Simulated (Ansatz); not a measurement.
**CH4AlNO2: one species, many methods**

Aim: compute CH4AlNO2 with functionals from several rungs and with coupled cluster, and see how far each lands from CCSD(T) at the basis-set limit for the atomisation energy.

Program: Ansatz 0.2.0, Gaussian basis. Level of theory: functionals in def2-TZVPP, the program's frozen cores in correlated methods. These are calculated values, not measurements.

The runs, in order: LDA (SPW92), PBE-D4, revPBE-D4, BLYP-D4, r2SCAN-D4, B97M-V, PBE0-D4, B3LYP-D4, r2SCANh-D4, r2SCAN0-D4, HSE06-D4, BHLYP-D4, CAM-B3LYP-D4, LC-ωPBE, ωB97X-V, ωB97M-V, B2PLYP, PBE-QIDH; CCSD(T)/def2-SVP; CCSD(T)/def2-TZVPP; MP2/def2-QZVPP; extrapolation to the limit; RPA on PBE.

## Step 1: Structure used throughout

The geometry comes from an earlier relaxation with PBE0-D4 in a triple-zeta def2 set; it is a stationary point, not always the lowest conformer.

9 atoms, charge 0, spin multiplicity 1.

Atoms are counted from 1 here; the program's logs count them from 0.

Bond lengths: N1–C2 1.327 Å, N1–H6 1.008 Å, N1–H7 1.004 Å, C2–O3 1.227 Å, C2–H8 1.100 Å, O3–Al4 2.130 Å, Al4–O5 1.733 Å, O5–H9 0.957 Å. Angles: C2–N1–H6 119.6°, C2–N1–H7 121.0°, H6–N1–H7 119.4°, N1–C2–O3 123.3°, N1–C2–H8 115.4°, O3–C2–H8 121.3°, C2–O3–Al4 119.1°, O3–Al4–O5 88.3°, Al4–O5–H9 119.6°.

Coordinates:

```xyz
9
CH4AlNO2
N    -0.25267    0.50642    1.99180
C    -0.42718   -0.12575    0.83763
O     0.22222    0.12594   -0.17270
Al   -0.17064   -0.96834   -1.95689
O     1.04392   -0.01588   -2.74571
H     0.44245    1.23240    2.06158
H    -0.80422    0.27325    2.79826
H    -1.20377   -0.90445    0.83921
H     1.23830   -0.16970   -3.67027
```

## Step 2: LDA

This LDA is Slater exchange with PW92 correlation.

in.yaml

```yaml
crystal:
  periodic: [false, false, false]
  atoms:
    - {symbol: N, position_ang: [-0.252673, 0.506423, 1.991797]}
    - {symbol: C, position_ang: [-0.427181, -0.125749, 0.837629]}
    - {symbol: O, position_ang: [0.222219, 0.125939, -0.172697]}
    - {symbol: Al, position_ang: [-0.170643, -0.968340, -1.956894]}
    - {symbol: O, position_ang: [1.043922, -0.015875, -2.745711]}
    - {symbol: H, position_ang: [0.442451, 1.232401, 2.061583]}
    - {symbol: H, position_ang: [-0.804224, 0.273249, 2.798259]}
    - {symbol: H, position_ang: [-1.203770, -0.904451, 0.839208]}
    - {symbol: H, position_ang: [1.238299, -0.169696, -3.670273]}
basis:
  gaussian: {orbitals: def2-TZVPP}
hamiltonian: {xc: lda}
output: {orbitals: {seedname: orbitals}}
```

Command:

```console
$ ansatz run in.yaml --threads 2 --pin off --events-out ev --progress --plain --max-ram 4352MiB
```

Further steps of the session: PBE-D4 (GGA); revPBE-D4 (GGA); BLYP-D4 (GGA); r2SCAN-D4 (meta-GGA); B97M-V (meta-GGA); PBE0-D4 (hybrid); B3LYP-D4 (hybrid); r2SCANh-D4 (hybrid); r2SCAN0-D4 (hybrid); HSE06-D4 (hybrid); BHLYP-D4 (hybrid); CAM-B3LYP-D4 (range-separated); LC-ωPBE (range-separated); ωB97X-V (range-separated); ωB97M-V (range-separated); B2PLYP (double hybrid); PBE-QIDH (double hybrid); CCSD(T) in def2-SVP; CCSD(T) in def2-TZVPP; MP2 in def2-QZVPP; RPA on PBE orbitals.

Before running them: what should the planned runs give, taken together? Wanted: atomisation energy, CCSD(T)/CBS; farthest beyond LDA; mean size of error, GGA; mean size of error, meta-GGA; mean size of error, hybrid; mean size of error, range-separated; mean size of error, double hybrid; gap, smallest and largest; T1 diagnostic.

The runs gave:

```
                               quantity                                                               value
        atomisation energy, CCSD(T)/CBS                                                           35.339 eV
    functionals within 0.177 eV (0.5 %)  revPBE-D4, r2SCAN-D4, B97M-V, PBE0-D4, B3LYP-D4, HSE06-D4, ωB97X-V
                    farthest beyond LDA                                                BHLYP-D4 (-1.715 eV)
                mean size of error, GGA                                                            0.532 eV
           mean size of error, meta-GGA                                                            0.010 eV
             mean size of error, hybrid                                                            0.571 eV
    mean size of error, range-separated                                                            0.148 eV
      mean size of error, double hybrid                                                            0.483 eV
              gap, smallest and largest                            1.88 eV (LDA (SPW92)), 8.80 eV (LC-ωPBE)
                          T1 diagnostic                                                              0.0163
triples share of the correlation energy                                                               3.9 %
```

**Reading.** LDA overbinds by 6.163 eV (17 %). PBE-D4 misses by +1.160 eV. Double hybrids carry the basis error of their MP2 part in triple zeta, and no dispersion term here, so their miss is partly the set-up's. The rungs meta-GGA, range-separated miss on average by less than the doubt on the reference (0.177 eV), so they tie. The reference freezes the cores and leaves out relativity and excitations past (T), so misses under about 0.177 eV can't be ranked. Hartree-Fock recovers 66 % of the binding; the rest is correlation. CCSD(T) in def2-SVP is off by -2.372 eV, so the small basis spoils what the method gains. The gap grows from 1.9 to 8.8 eV across the functionals, mostly with the share of exact exchange. The restricted reference is unstable towards a spin-broken one.
